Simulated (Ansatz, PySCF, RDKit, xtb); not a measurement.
**CuSi2H4F: from the formula to a structure**

Task: start from the formula CuSi2H4F, draw up candidate structures, narrow them down in stages, and characterise the one that lies lowest at 298.15 K.

Plan: many cheap relaxations first (GFN2-xTB), then density-functional screening, relaxation at PBE0-D3(BJ)/def2-SVP, vibrations and a final energy. The numbers are computed, not measured.

7 further runs of the same task are left out: 7 set aside as unsound or not needed.

## (1) Candidates

A program enumerates the bonding patterns with one Lewis structure each (two rings at most, one unusual centre or charged pair), with their diastereomers. O–O, O–halogen and N–halogen bonds and N–N–N chains are not drawn. That gives 7 candidates.

| label | SMILES | spin |
| --- | --- | --- |
| c006 | F[SiH+][Cu-][SiH3] | singlet |
| c036 | F[SiH2][Cu-][SiH2+] | singlet |
| c115 | [F][Cu-][SiH+][SiH3] | singlet |
| c493 | F[SiH2][SiH2][Cu] | singlet |
| c503 | F[Si@H]([SiH3])[Cu] | singlet |
| c625 | F[Si+]([SiH3])[CuH-] | singlet |
| c905 | F[SiH2][SiH+][CuH-] | singlet |

Candidates are built by distance geometry, with a force field where one applies, in up to four conformers (letters a to d). 16 starts with atoms placed at random are added, to find patterns that the rules miss.

Q: Predict the outcome of this search (final energies at CCSD(T)/def2-SVP + MP2/def2-TZVPP - MP2/def2-SVP).

| quantity | value |
| --- | --- |
| lowest structure found | F[SiH2][SiH2][Cu], singlet, C1 |
| next finalist | F[Si@H]([SiH3])[Cu], singlet, 3.4 kcal/mol higher in G |
| share at equilibrium, among the finalists | 99.7 % |
| harmonic wavenumbers, lowest and highest (PBE0-D3(BJ)/def2-SVP) | 33 and 2222 cm⁻¹ |
| rotational constants, same geometry | 0.1578, 0.04523, 0.03714 cm⁻¹ |
| dipole moment (PBE0/def2-TZVPD) | 2.99 D |
| HOMO energy (PBE0/def2-TZVPD) | -6.81 eV |
| LUMO energy (PBE0/def2-TZVPD) | -2.18 eV |
| HOMO–LUMO gap (PBE0/def2-TZVPD) | 4.63 eV |
| lowest excitation (TD-CAM-B3LYP/def2-SVPD) | 3.26 eV (f = 0.105) |
| lowest triplet excitation, same level, Tamm-Dancoff | 2.62 eV |
| vertical ionisation energy | 8.72 eV |
| vertical electron affinity | 0.76 eV |
| vertical triplet less singlet | +2.74 eV |

The lowest structure found is `F[SiH2][SiH2][Cu]`. Among the finalists first place is clear (3.4 kcal/mol); structures outside the list aren't covered. PBE0-D3(BJ)/def2-SVP, HF/def2-SVP and MP2/def2-SVP already put its bonding pattern lowest among the structures in one piece. A large T1 diagnostic among the finalists warns that one reference determinant may not suffice. It concerns: the winner; the finalist F[Si@H]([SiH3])[Cu] (singlet). 2 minima inside the window were never screened. The search is not exhaustive (a finite list of starts, one conformer a finalist), so a lower isomer can't be ruled out. Patterns outside the rules of the enumeration were met only by chance.
